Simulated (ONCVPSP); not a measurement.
# Cl: generating and testing an ONCV potential

Aim: build the potential from the settings below, then test how well it stands in for the atom: other configurations, scattering, ghost states and the plane-wave cutoff that it needs.

Program: ONCVPSP 4.0.1.1 (patched build). Reference atom: PBE, scalar-relativistic, spherical and spin-unpolarised. All values are calculated.

## (1) The design

The settings as typed:

* element: chlorine (Cl, Z = 17)
* type: optimised norm-conserving Vanderbilt (ONCV)
* frozen core: [Ne]
* valence charge: 7
* reference configuration: 3s2 3p5
* partial waves: 3s: rc 1.15 bohr, ncon 3, nbas 7, qcut 5.9 1/bohr, 3 projectors, debl 0.5 Ha; 3p: rc 1.20 bohr, ncon 4, nbas 7, qcut 6.6 1/bohr, 2 projectors, debl 1.3 Ha
* local potential: polynomial inside 1.05 bohr (lpopt 4, dvloc0 0 Ha)
* core correction: Teter function fitted to the true core (icmod 2), fcfact 0.55

The outer shells as boxes (Hund's rule for the drawing; the calculation is spin-unpolarised):

```
[Ne] core
3s [↑↓]
3p [↑↓][↑↓][↑ ]
```

The nodes and maxima of the atom's own shells, from an earlier all-electron run, set the scale for the radii.

All-electron outer shells of the reference configuration (PBE, scalar-relativistic, ld1.x):

| shell | level (eV) | outermost node (bohr) | outermost maximum (bohr) |
| --- | --- | --- | --- |
| 2s | -252.70 | 0.12 | 0.36 |
| 2p | -191.63 | – | 0.30 |
| 3s | -20.69 | 0.55 | 1.29 |
| 3p | -8.59 | 0.53 | 1.43 |

## (2) The generation run

Cl.dat

```
# ATOM AND REFERENCE CONFIGURATION
# atsym  z   nc   nv     iexc    psfile
  Cl 17.00    3    2        4      upf
#
#   n    l    f
    1    0    2.00
    2    0    2.00
    2    1    6.00
    3    0    2.00
    3    1    5.00
#
# PSEUDOPOTENTIAL AND OPTIMIZATION
# lmax
    1
#
#   l,   rc,      ep,       ncon, nbas, qcut
    0    1.15    0.00    3    7    5.90
    1    1.20    0.00    4    7    6.60
#
# LOCAL POTENTIAL
# lloc, lpopt,  rc(5),   dvloc0
    4    4    1.05    0.00
#
# VANDERBILT-KLEINMAN-BYLANDER PROJECTORs
# l, nproj, debl
    0    3    0.50
    1    2    1.30
#
# MODEL CORE CHARGE
# icmod, fcfact, rcfact
    2    0.55    0.90
#
# LOG DERIVATIVE ANALYSIS
# epsh1, epsh2, depsh
   -2.00    5.00    0.02
#
# OUTPUT GRID
# rlmax, drl
    6.00    0.01
#
# TEST CONFIGURATIONS
# ncnf
    4
# nvcnf
#   n    l    f
    2
    3    0    2.00
    3    1    4.00
#
    2
    3    0    2.00
    3    1    3.00
#
    2
    3    0    2.00
    3    1    2.00
#
    2
    3    0    1.00
    3    1    6.00
#
```

Run with:

```console
$ oncvpsp.x < Cl.dat > Cl.out
```

**Question.** What will these runs give? Wanted: cutoffs for 1 and 0.1 mHa per electron, occupied waves; bound ghosts; GHOST(+) flags; largest test error; largest phase difference near zero energy, channels read; rms error of d²Exc/dn², without and with the model core; projector energies reset by the program.

**Answer**, as computed:

| quantity | value |
| --- | --- |
| cutoffs for 1 and 0.1 mHa per electron, occupied waves | 16 Ha and 35 Ha |
| bound ghosts | s at -209.39 eV |
| GHOST(+) flags | s at 590 eV, s at 1389 eV, p at 2210 eV (1 near or above the test basis's cutoff) |
| largest test error (AE − PS) | +50 meV, for 3s2 3p2 |
| largest phase difference near zero energy, channels read | 0.000 rad |
| rms error of d²Exc/dn², without and with the model core | 1.42 and 0.91 mHa |
| projector energies reset by the program | s: -0.760, 0.250, 0.750 Ha |

In words: It has a bound ghost (s), a state that the atom doesn't have, and that rules the file out. By total energies transferability is fair: the largest error is 50 meV on 77.6 eV, for 3s2 3p2. That test lies far up in energy; among those under 40 eV, nearer to bonding, the largest error is 11 meV. By its cutoff, 16 Ha for the looser tolerance, it is soft on the atom. At the looser tolerance the 3s wave is the slowest; 3p needs 9 Ha. Near zero energy the phases of the channels with partial waves agree within 0.001 rad. The program also flags highly localised states, GHOST(+) (s, p).
